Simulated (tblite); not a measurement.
# CdSe (Cadmoselite) at GFN1-xTB (tblite): moving one setting at a time

Which settings matter? One reference run, then one change at a time; some changes are unwise on purpose.

The COD entry's cell or inner coordinates are ideal or old and differ from later refinements, so a difference from it is no clean test against experiment.

Program: tblite 0.8.0. Level of theory: GFN1-xTB (tblite), atoms fixed, no spin polarisation. These are calculated values, not measurements.

## (1) The starting structure

It takes space group P6_3mc (No. 186, hexagonal). Conventional cell: a = 4.341 Å, b = 4.341 Å, c = 7.077 Å, α = 90.00°, β = 90.00°, γ = 120.00°. Cd (site symmetry 3m) has 4 Se at 2.66 Å in its first shell of neighbours. Around Se (site symmetry 3m) lie 4 Cd at 2.66 Å.

Coordinates:

```
Cd Se
1.0
     4.34072    0.00000    0.00000
    -2.17036    3.75917    0.00000
     0.00000    0.00000    7.07666
Cd Se
2 2
Direct
  0.33333 0.66667 0.00452
  0.66667 0.33333 0.50452
  0.33333 0.66667 0.38048
  0.66667 0.33333 0.88048
```

## (2) The reference run

run.py

```python
import json
from ase import Atoms
from ase.build import make_supercell
from ase.units import Bohr, GPa, Hartree
from tblite.interface import Calculator

atoms = Atoms(['Cd', 'Cd', 'Se', 'Se'],
              cell=[[4.34071844, 0.0, 0.0], [-2.17035922, 3.75917244, 0.0], [0.0, 0.0, 7.07666486]],
              scaled_positions=[[0.333333333, 0.666666667, 0.004523675], [0.666666667, 0.333333333, 0.504523675], [0.333333333, 0.666666667, 0.380476325], [0.666666667, 0.333333333, 0.880476325]],
              pbc=True)
cluster = make_supercell(atoms, [[3, 0, 0], [0, 3, 0], [0, 0, 2]])
calc = Calculator('GFN1-xTB', cluster.numbers, cluster.positions / Bohr, lattice=cluster.cell[:] / Bohr, periodic=cluster.pbc)
calc.set('temperature', 0.02 / Hartree)
calc.set('max-iter', 150)
res = calc.singlepoint()
levels = res.get('orbital-energies') * Hartree
nv = round(res.get('orbital-occupations').sum() / 2)
cells = len(cluster) // len(atoms)
out = {'energy_per_cell': res.get('energy') * Hartree / cells, 'homo': levels[nv - 1], 'lumo': levels[nv],
       'stress': (-res.get('virial') * Hartree / cluster.get_volume() / GPa).tolist(), 'charges': res.get('charges')[:len(atoms)].tolist(), 'electrons': 2 * nv / cells}
json.dump(out, open('results.json', 'w'))
for key, value in out.items():
    print(key, value)
```

Launch:

```sh
$ python run.py
```

Log:

```text
------------------------------------------------------------
  cycle        total energy    energy error   density error
------------------------------------------------------------
      1     -152.7423787834  -1.5231433E+02   4.9376584E-01
      2     -149.8091660358   2.9332127E+00   3.3866067E-01
      3     -148.4702048043   1.3389612E+00   3.8921215E-01
      4     -154.2356315343  -5.7654267E+00   3.0960810E-02
      5     -154.2354982499   1.3328437E-04   4.0564720E-03
      6     -154.2354784491   1.9800862E-05   3.5407077E-03
      7     -154.2357017371  -2.2328801E-04   1.0130658E-03
      8     -154.2357135320  -1.1794957E-05   6.2181854E-04
      9     -154.2357267315  -1.3199504E-05   3.5789351E-05
     10     -154.2357267623  -3.0721338E-08   9.3864681E-06
------------------------------------------------------------

 total:                                   2.093 sec
energy_per_cell -233.1648833153707
homo -9.684785773677518
lumo -9.684785773034445
stress [[1.7123361211259294, 2.532342187499679e-05, -1.0966779319607396e-07], [2.5323421874940626e-05, 1.7123653592341588, 6.331672720001305e-08], [-1.0966779319777835e-07, 6.331672715380733e-08, 0.837412480039693]]
charges [0.1276099210896955, 0.1276201454150656, -0.12764049413910697, -0.12761959361507558]
electrons 16.0
```

Wall time 2.7 s (1 thread of Arm Neoverse V2, shared host); peak memory 0.12 GiB.

No gap; pressure 1.4 GPa. The 72 atoms of the cluster fold only a few k-points onto the zone centre, so gap and energy may not be converged in the cluster's size.

## (3) Change: temperature = 0.001

Edit run.py of step 2 so:

```diff
@@ -12,3 +12,3 @@
 calc = Calculator('GFN1-xTB', cluster.numbers, cluster.positions / Bohr, lattice=cluster.cell[:] / Bohr, periodic=cluster.pbc)
-calc.set('temperature', 0.02 / Hartree)
+calc.set('temperature', 0.001 / Hartree)
 calc.set('max-iter', 150)
```

Launch:

```sh
$ python run.py
```

Log:

```text
------------------------------------------------------------
  cycle        total energy    energy error   density error
------------------------------------------------------------
      1     -152.7395677366  -1.5231152E+02   4.9377220E-01
      2     -149.8054802204   2.9340875E+00   3.3868597E-01
      3     -148.2894743463   1.5160059E+00   3.9463478E-01
      4     -154.2309044352  -5.9414301E+00   3.6144456E-02
      5     -154.2328391421  -1.9347069E-03   4.6809600E-03
      6     -154.2329835674  -1.4442533E-04   1.7201096E-03
      7     -154.2329357655   4.7801969E-05   1.6825717E-03
      8     -154.2330319892  -9.6223769E-05   8.1472703E-04
      9     -154.2330591082  -2.7118932E-05   1.8901057E-05
     10     -154.2330591145  -6.3595564E-09   9.0183016E-06
------------------------------------------------------------

 total:                                   2.085 sec
energy_per_cell -233.16085051581547
homo -9.68473439121934
lumo -9.684734390537125
stress [[1.6979399198843248, 2.531230655442701e-05, -1.0975319813488961e-07], [2.5312306554419047e-05, 1.6979691491989364, 6.33658393310553e-08], [-1.0975319811112366e-07, 6.336583928666884e-08, 0.8702022168181738]]
charges [0.12760931068538095, 0.12761568587874517, -0.127597415297337, -0.12763826480731236]
electrons 16.0
```

It took 2.7 s on 1 thread of Arm Neoverse V2, shared host; peak memory 0.12 GiB.

Neither run has a gap; the energy moves by +1.0 meV/atom.

## (4) Change: mixer-damping = 0.1

Edit run.py of step 3 so:

```diff
@@ -12,4 +12,5 @@
 calc = Calculator('GFN1-xTB', cluster.numbers, cluster.positions / Bohr, lattice=cluster.cell[:] / Bohr, periodic=cluster.pbc)
-calc.set('temperature', 0.001 / Hartree)
+calc.set('temperature', 0.02 / Hartree)
 calc.set('max-iter', 150)
+calc.set('mixer-damping', 0.1)
 res = calc.singlepoint()
```

Launch:

```sh
$ python run.py
```

Log:

```text
------------------------------------------------------------
  cycle        total energy    energy error   density error
------------------------------------------------------------
      1     -152.7423787834  -1.5231433E+02   4.9376584E-01
      2     -154.0817969550  -1.3394182E+00   4.0409291E-01
      3     -154.0331681999   4.8628755E-02   2.6246356E-01
      4     -154.2354118062  -2.0224361E-01   1.7887875E-02
      5     -154.2357266781  -3.1487194E-04   9.5992734E-05
      6     -154.2357267280  -4.9935551E-08   7.7103107E-05
      7     -154.2357267459  -1.7889533E-08   6.7143870E-05
      8     -154.2357267661  -2.0214600E-08   5.4884522E-06
------------------------------------------------------------

 total:                                   1.969 sec
energy_per_cell -233.16488332124584
homo -9.684769612631095
lumo -9.684769611952
stress [[1.7123215087637853, 2.532298000968246e-05, -1.097764767300677e-07], [2.5322980009695413e-05, 1.7123507463618257, 6.33794632438885e-08], [-1.0977647672085616e-07, 6.337946321223725e-08, 0.8373991229289747]]
charges [0.12761424798603604, 0.12762165860822594, -0.1276259745171956, -0.1276235173594056]
electrons 16.0
```

Run time: 2.6 s. Hardware: 1 thread of Arm Neoverse V2, shared host; peak memory 0.12 GiB.

Neither run has a gap; the energy moves by 0.0 meV/atom.

## (5) Change: temperature = 0.3

Edit run.py of step 4 so:

```diff
@@ -12,5 +12,4 @@
 calc = Calculator('GFN1-xTB', cluster.numbers, cluster.positions / Bohr, lattice=cluster.cell[:] / Bohr, periodic=cluster.pbc)
-calc.set('temperature', 0.02 / Hartree)
+calc.set('temperature', 0.3 / Hartree)
 calc.set('max-iter', 150)
-calc.set('mixer-damping', 0.1)
 res = calc.singlepoint()
```

Launch:

```sh
$ python run.py
```

Log:

```text
------------------------------------------------------------
  cycle        total energy    energy error   density error
------------------------------------------------------------
      1     -152.8059713584  -1.5237792E+02   4.9372157E-01
      2     -149.7217388453   3.0842325E+00   3.4203486E-01
      3     -148.7850644145   9.3667443E-01   3.8292241E-01
      4     -154.3159338876  -5.5308695E+00   2.5656885E-02
      5     -154.3184800764  -2.5461888E-03   1.6908284E-03
      6     -154.3184812191  -1.1427211E-06   5.4458800E-04
      7     -154.3184834296  -2.2105313E-06   3.8147600E-04
      8     -154.3184889966  -5.5669793E-06   3.5622342E-05
      9     -154.3184890419  -4.5341267E-08   5.0823468E-06
------------------------------------------------------------

 total:                                   2.031 sec
energy_per_cell -233.28999866760964
homo -9.689479037116183
lumo -9.689479036610622
stress [[1.7468752814717825, 2.5059931992704022e-05, -1.0863806464620604e-07], [2.5059931992616022e-05, 1.7469042152528322, 6.272221983452003e-08], [-1.0863806461516172e-07, 6.272221983925394e-08, 0.9238028980426288]]
charges [0.1277376555609966, 0.12774643126279372, -0.12773709255185298, -0.12774414790470728]
electrons 16.0
```

It took 2.6 s on 1 thread of Arm Neoverse V2, shared host; peak memory 0.12 GiB.

Neither run has a gap; the energy moves by -31.3 meV/atom. At a high electronic temperature the free energy holds a large −TS term.

## (6) Change: charge = -2.0

Edit run.py of step 5 so:

```diff
@@ -11,4 +11,4 @@
 cluster = make_supercell(atoms, [[3, 0, 0], [0, 3, 0], [0, 0, 2]])
-calc = Calculator('GFN1-xTB', cluster.numbers, cluster.positions / Bohr, lattice=cluster.cell[:] / Bohr, periodic=cluster.pbc)
-calc.set('temperature', 0.3 / Hartree)
+calc = Calculator('GFN1-xTB', cluster.numbers, cluster.positions / Bohr, lattice=cluster.cell[:] / Bohr, charge=-2.0, periodic=cluster.pbc)
+calc.set('temperature', 0.02 / Hartree)
 calc.set('max-iter', 150)
```

Launch:

```sh
$ python run.py
```

Log:

```text
------------------------------------------------------------
  cycle        total energy    energy error   density error
------------------------------------------------------------
      1     -149.7497393085  -1.4932169E+02   5.9171091E-01
      2     -140.5677179782   9.1820213E+00   5.0809998E-01
      3     -150.9670382817  -1.0399320E+01   3.5428793E-01
      4     -154.9056575831  -3.9386193E+00   1.9499331E-02
      5     -154.9055121635   1.4541954E-04   3.5444065E-03
      6     -154.9056691067  -1.5694316E-04   2.0403537E-03
      7     -154.9056808697  -1.1763039E-05   1.4938647E-04
      8     -154.9056811213  -2.5160656E-07   3.5611405E-05
      9     -154.9056811221  -7.6590823E-10   4.5239723E-06
------------------------------------------------------------

 total:                                   2.052 sec
energy_per_cell -234.177682576696
homo -8.629887047517993
lumo -6.46638288085484
stress [[1.6763595307630539, -1.869553928908473e-05, 8.953933553524831e-08], [-1.8695539289081917e-05, 1.6763379399907945, -5.169558766143456e-08], [8.95393355153042e-08, -5.169558765484186e-08, 0.7943590914758795]]
charges [0.14612882023363905, 0.14614125285905066, -0.20169338152710892, -0.2016969550979377]
electrons 16.11111111111111
```

It took 2.6 s on 1 thread of Arm Neoverse V2, shared host; peak memory 0.12 GiB.

A charged periodic cell is another system, so nothing is compared.

## (7) Change: cluster = 1x1x1

Edit run.py of step 6 so:

```diff
@@ -10,4 +10,4 @@
               pbc=True)
-cluster = make_supercell(atoms, [[3, 0, 0], [0, 3, 0], [0, 0, 2]])
-calc = Calculator('GFN1-xTB', cluster.numbers, cluster.positions / Bohr, lattice=cluster.cell[:] / Bohr, charge=-2.0, periodic=cluster.pbc)
+cluster = make_supercell(atoms, [[1, 0, 0], [0, 1, 0], [0, 0, 1]])
+calc = Calculator('GFN1-xTB', cluster.numbers, cluster.positions / Bohr, lattice=cluster.cell[:] / Bohr, periodic=cluster.pbc)
 calc.set('temperature', 0.02 / Hartree)
```

Launch:

```sh
$ python run.py
```

Log:

```text
------------------------------------------------------------
  cycle        total energy    energy error   density error
------------------------------------------------------------
      1     -8.187391468601  -8.1636108E+00   2.8198775E-01
      2     -8.247815755342  -6.0424287E-02   9.1492736E-02
      3     -8.251461510240  -3.6457549E-03   6.4032123E-02
      4     -8.246841191502   4.6203187E-03   6.0760271E-02
      5     -8.252363500861  -5.5223094E-03   2.6069182E-03
      6     -8.252366017361  -2.5165000E-06   2.1408783E-04
      7     -8.252366019492  -2.1317046E-09   7.1382860E-05
      8     -8.252366019715  -2.2246383E-10   9.7223276E-08
------------------------------------------------------------

 total:                                   0.089 sec
energy_per_cell -224.55831737683124
homo -10.797822766186309
lumo -10.797822765478239
stress [[22.22953813308947, -0.00027620493770512866, 2.990833267294514e-06], [-0.000276204937704409, 22.229219205671743, -1.726757855858165e-06], [2.990833268402116e-06, -1.7267578552745319e-06, 9.996661965901753]]
charges [0.1351510470031957, 0.13518794598773948, -0.13517740066659575, -0.1351615923243074]
electrons 16.0
```

Run time: 0.69 s. Hardware: 1 thread of Arm Neoverse V2, shared host; peak memory 0.095 GiB.

Neither run has a gap; the energy moves by +2151.6 meV/atom. One cell at the zone centre alone can't describe the crystal.

## (8) Results

| change | ends | gap (eV) | energy (meV/atom) | pressure (GPa) | time |
| --- | --- | --- | --- | --- | --- |
| none | converged | 0.00 | 0 | 1.4 | 2.7 s |
| temperature = 0.001 | converged | 0.00 | +1.0 | 0.0 | 2.7 s |
| mixer-damping = 0.1 | converged | 0.00 | 0.0 | 0.0 | 2.6 s |
| temperature = 0.3 | converged | 0.00 | -31.3 | +0.1 | 2.6 s |
| charge = -2.0 | converged | – | – | – | 2.6 s |
| cluster = 1x1x1 | converged | 0.00 | +2151.6 | +16.7 | 0.69 s |

The first row holds values, the others changes from it. Keys are the program's: temperature in eV (tblite) or K (CP2K), cutoffs in Ry, CUTOFP in Å. Among the numerical settings, cluster = 1x1x1 moves the energy most (+2151.6 meV/atom). The runs test settings. The reference's gap and pressure are those of this cheap level and cell, not checked here against a higher level, and such methods can miss a gap or a metal outright.
